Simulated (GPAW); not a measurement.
Te2Mo:

```xyz
6
Lattice="3.5182 0.0000 0.0000 -1.7591 3.0469 0.0000 0.0000 0.0000 13.9736" Properties=species:S:1:pos:R:3 pbc="T T T"
Te    0.0000    2.0312    8.6776
Te    1.7591    1.0156    1.6908
Te    0.0000    2.0312   12.2828
Te    1.7591    1.0156    5.2960
Mo    0.0000    2.0312    3.4934
Mo    1.7591    1.0156   10.4802
```

Base run:

```yaml
Program: GPAW 26.7.0
Functional: GLLB-SC
Potentials_or_basis: the program's PAW data sets (release 1.2.1) made for this functional
Cutoff: 600 eV
Basis: pw
k_mesh: 6 × 6 × 2
Occupations: fermi-dirac, width 0.05 eV
Spin: no spin polarisation
```

Its results: band gap on the k mesh, kohn-sham part alone 0.92 eV, indirect (least direct gap 1.03 eV).

The run is repeated on the same cell with these changes: functional from GLLB-SC to LDA; spin from no spin polarisation to spin-orbit coupling, no magnetisation. What comes out?

Band gap on the k mesh 0.78 eV, indirect (least direct gap 0.95 eV).

Several settings changed at once, so the effect can't be laid on one alone.

Caveats: a model potential gives levels but no total energy (some runs); spin-orbit coupling is left out, which moves the levels of the heavy elements (some runs); spin-orbit coupling was added after a scalar SCF, so levels and gaps hold it while energy, forces, pressure and moments don't (some runs); this program's spin-orbit splittings come out too wide for heavy elements (some runs); the mesh misses the band edges, which the band path finds closer together (some runs).

Not every run made on this cell is shown here.
